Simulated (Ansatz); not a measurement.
# C2H3ClFI: one species, many methods

The task here is to estimate one member of a computed series from the others.

Method: functionals in def2-TZVPP, the program's frozen cores in correlated methods; program: Ansatz 0.2.0, Gaussian basis.

Plan: PBE-D4, r2SCAN-D4, PBE0-D4, B3LYP-D4, ωB97X-V, ωB97M-V, B2PLYP; CCSD(T)/def2-TZVPP; MP2/def2-QZVPP; extrapolation to the limit.

**The geometry**

All runs share one geometry, relaxed beforehand with PBE0-D4 in a triple-zeta def2 set. I takes the def2 core potential; no spin-orbit term is included.

8 atoms, charge 0, spin multiplicity 1.

Atoms are counted from 1 here; the program's logs count them from 0.

Bond lengths: F1–C2 1.365 Å, C2–Cl3 1.771 Å, C2–C4 1.506 Å, C2–H6 1.090 Å, C4–I5 2.126 Å, C4–H7 1.089 Å, C4–H8 1.087 Å. Angles: F1–C2–Cl3 108.6°, F1–C2–C4 107.8°, F1–C2–H6 108.4°, Cl3–C2–C4 112.2°, Cl3–C2–H6 107.0°, C4–C2–H6 112.9°, C2–C4–I5 112.2°, C2–C4–H7 109.0°, C2–C4–H8 111.0°, I5–C4–H7 106.5°, I5–C4–H8 107.7°, H7–C4–H8 110.4°.

Set-up of the first run:

in.yaml reads:

```yaml
crystal:
  periodic: [false, false, false]
  atoms:
    - {symbol: F, position_ang: [-1.508063, -0.762425, 0.772283]}
    - {symbol: C, position_ang: [-0.735820, 0.200818, 0.190227]}
    - {symbol: Cl, position_ang: [-0.570907, 1.551847, 1.322591]}
    - {symbol: C, position_ang: [0.593210, -0.419853, -0.151477]}
    - {symbol: I, position_ang: [1.784881, 0.852654, -1.368761]}
    - {symbol: H, position_ang: [-1.262780, 0.582024, -0.685064]}
    - {symbol: H, position_ang: [0.422426, -1.327486, -0.727814]}
    - {symbol: H, position_ang: [1.161951, -0.643178, 0.748014]}
basis:
  gaussian: {orbitals: def2-TZVPP}
hamiltonian: {xc: pbe, dispersion: d4}
output: {forces: true, orbitals: {seedname: orbitals}}
```

The run is started by

```console
$ ansatz run in.yaml --threads 4 --pin off --events-out ev --progress --plain --max-ram 10444MiB
```

Among the steps run: PBE-D4 (GGA); r2SCAN-D4 (meta-GGA); PBE0-D4 (hybrid); B3LYP-D4 (hybrid); ωB97X-V (range-separated); ωB97M-V (range-separated); B2PLYP (double hybrid); CCSD(T) in def2-TZVPP; MP2 in def2-QZVPP.

One of the session's tables, all rows but one given; the rest of the session is left out.

| method | atomisation energy (kJ/mol) |
| --- | --- |
| PBE-D4 | 2841.5 |
| r2SCAN-D4 | 2755.6 |
| PBE0-D4 | 2768.9 |
| B3LYP-D4 | 2721.3 |
| ωB97X-V | 2744.0 |
| ωB97M-V | 2743.4 |
| B2PLYP | 2698.4 |
| HF/def2-TZVPP | 1910.3 |
| MP2/def2-TZVPP | 2752.9 |
| CCSD/def2-TZVPP | 2607.1 |
| CCSD(T)/def2-TZVPP | 2665.9 |
| MP2/CBS | ? |
| CCSD(T)/CBS | 2751.0 |

Q: Estimate the row for MP2/CBS from the others.

The run gave: atomisation energy (kJ/mol): 2838.0. In the column «atomisation energy (kJ/mol)» it lies between PBE0-D4 (2768.9) and PBE-D4 (2841.5).
